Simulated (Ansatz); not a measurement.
**In₂H₄F₂: one species, many methods**

How much do the methods differ for In₂H₄F₂? The plan is to run it at one geometry with functionals of several rungs and with coupled cluster. The yardstick is the atomisation energy at the CCSD(T) limit.

The runs use Ansatz 0.2.0, Gaussian basis; functionals in def2-TZVPP, the program's frozen cores in correlated methods.

Levels to be run: LDA (SPW92), PBE-D4, revPBE-D4, BLYP-D4, r2SCAN-D4, B97M-V, PBE0-D4, B3LYP-D4, r2SCANh-D4, r2SCAN0-D4, HSE06-D4, BHLYP-D4, CAM-B3LYP-D4, LC-ωPBE, ωB97X-V, ωB97M-V, B2PLYP, PBE-QIDH; CCSD(T)/def2-SVP; CCSD(T)/def2-TZVPP; MP2/def2-QZVPP; extrapolation to the limit; RPA on PBE.

**1. Structure used throughout**

The geometry comes from an earlier relaxation with PBE0-D4 in a triple-zeta def2 set; it is a stationary point, not always the lowest conformer. In takes the def2 core potential; no spin-orbit term is included.

SMILES `[F+]1[InH2-][F+][InH2-]1`, 8 atoms, charge 0, spin multiplicity 1.

Atoms are counted from 1 here; the program's logs count them from 0.

Bond lengths: F1–In2 2.141 Å, F1–In4 2.142 Å, In2–F3 2.142 Å, In2–H5 1.698 Å, In2–H6 1.698 Å, F3–In4 2.141 Å, In4–H7 1.698 Å, In4–H8 1.698 Å. Angles: In2–F1–In4 103.9°, F1–In2–F3 76.1°, F1–In2–H5 104.7°, F1–In2–H6 104.7°, F3–In2–H5 104.7°, F3–In2–H6 104.7°, H5–In2–H6 142.3°, In2–F3–In4 103.9°, F1–In4–F3 76.1°, F1–In4–H7 104.7°, F1–In4–H8 104.7°, F3–In4–H7 104.7°, F3–In4–H8 104.7°, H7–In4–H8 142.3°.

Coordinates:

```xyz
8
charge 0, multiplicity 1
F    -0.8300    0.1498    1.0161
In    0.1371    1.6747   -0.1342
F     0.8284   -0.1498   -1.0173
In   -0.1370   -1.6747    0.1343
H    -1.0618    2.2408   -1.1957
H     1.4265    2.1978    0.8397
H     1.0625   -2.2382    1.1965
H    -1.4257   -2.2003   -0.8393
```

**2. LDA**

This LDA is Slater exchange with PW92 correlation.

Input file in.yaml:

```yaml
crystal:
  periodic: [false, false, false]
  atoms:
    - {symbol: F, position_ang: [-0.829991, 0.149836, 1.016064]}
    - {symbol: In, position_ang: [0.137110, 1.674666, -0.134190]}
    - {symbol: F, position_ang: [0.828431, -0.149811, -1.017345]}
    - {symbol: In, position_ang: [-0.137032, -1.674697, 0.134256]}
    - {symbol: H, position_ang: [-1.061845, 2.240767, -1.195678]}
    - {symbol: H, position_ang: [1.426533, 2.197768, 0.839733]}
    - {symbol: H, position_ang: [1.062464, -2.238235, 1.196490]}
    - {symbol: H, position_ang: [-1.425659, -2.200274, -0.839340]}
basis:
  gaussian: {orbitals: def2-TZVPP}
hamiltonian: {xc: lda}
output: {orbitals: {seedname: orbitals}}
```

On the command line:

```
$ ansatz run in.yaml --threads 4 --pin off --events-out ev --progress --plain --max-ram 10444MiB
```

Further steps of the session: PBE-D4 (GGA); revPBE-D4 (GGA); BLYP-D4 (GGA); r2SCAN-D4 (meta-GGA); B97M-V (meta-GGA); PBE0-D4 (hybrid); B3LYP-D4 (hybrid); r2SCANh-D4 (hybrid); r2SCAN0-D4 (hybrid); HSE06-D4 (hybrid); BHLYP-D4 (hybrid); CAM-B3LYP-D4 (range-separated); LC-ωPBE (range-separated); ωB97X-V (range-separated); ωB97M-V (range-separated); B2PLYP (double hybrid); PBE-QIDH (double hybrid); CCSD(T) in def2-SVP; CCSD(T) in def2-TZVPP; MP2 in def2-QZVPP; RPA on PBE orbitals.

**Question.** What will the summary of the whole plan be? Wanted: atomisation energy, CCSD(T)/CBS; farthest beyond LDA; mean size of error, GGA; mean size of error, meta-GGA; mean size of error, hybrid; mean size of error, range-separated; mean size of error, double hybrid; gap, smallest and largest; T1 diagnostic.

As calculated:

| quantity | value |
| --- | --- |
| atomisation energy, CCSD(T)/CBS | 2080.4 kJ/mol |
| functionals within 20.8 kJ/mol (1.0 %) | B97M-V, ωB97X-V |
| farthest beyond LDA | revPBE-D4 (-132.5 kJ/mol) |
| mean size of error, GGA | 95.7 kJ/mol |
| mean size of error, meta-GGA | 15.2 kJ/mol |
| mean size of error, hybrid | 88.6 kJ/mol |
| mean size of error, range-separated | 21.3 kJ/mol |
| mean size of error, double hybrid | 86.4 kJ/mol |
| gap, smallest and largest | 5.29 eV (LDA (SPW92)), 12.04 eV (LC-ωPBE) |
| T1 diagnostic | 0.0151 |
| triples share of the correlation energy | 2.7 % |

What this shows: The LDA atomisation energy is off by 255.6 kJ/mol (12 %): it overbinds. PBE-D4 is off by -66.1 kJ/mol. Double hybrids carry the basis error of their MP2 part in triple zeta, and no dispersion term here, so their miss is partly the set-up's. By mean error the best rung here is meta-GGA (15.2 kJ/mol) and the worst beyond LDA is GGA (95.7 kJ/mol). The gap between the best rungs is small, so their order is not settled. The reference freezes the cores and leaves out spin-orbit coupling and excitations past (T), and its outer-core shells are covered unevenly, so misses under about 20.8 kJ/mol can't be ranked. All levels share the lack of spin-orbit coupling, which lowers the free heavy atoms and so the true binding. Hartree-Fock recovers 71 % of the binding; the rest is correlation. CCSD(T) in def2-SVP is off by -132.9 kJ/mol, so the small basis spoils what the method gains. Orbital gaps span 5.3 to 12.0 eV; exact exchange widens them. Correlated methods include outer-core shells of In, which these sets cover unevenly.
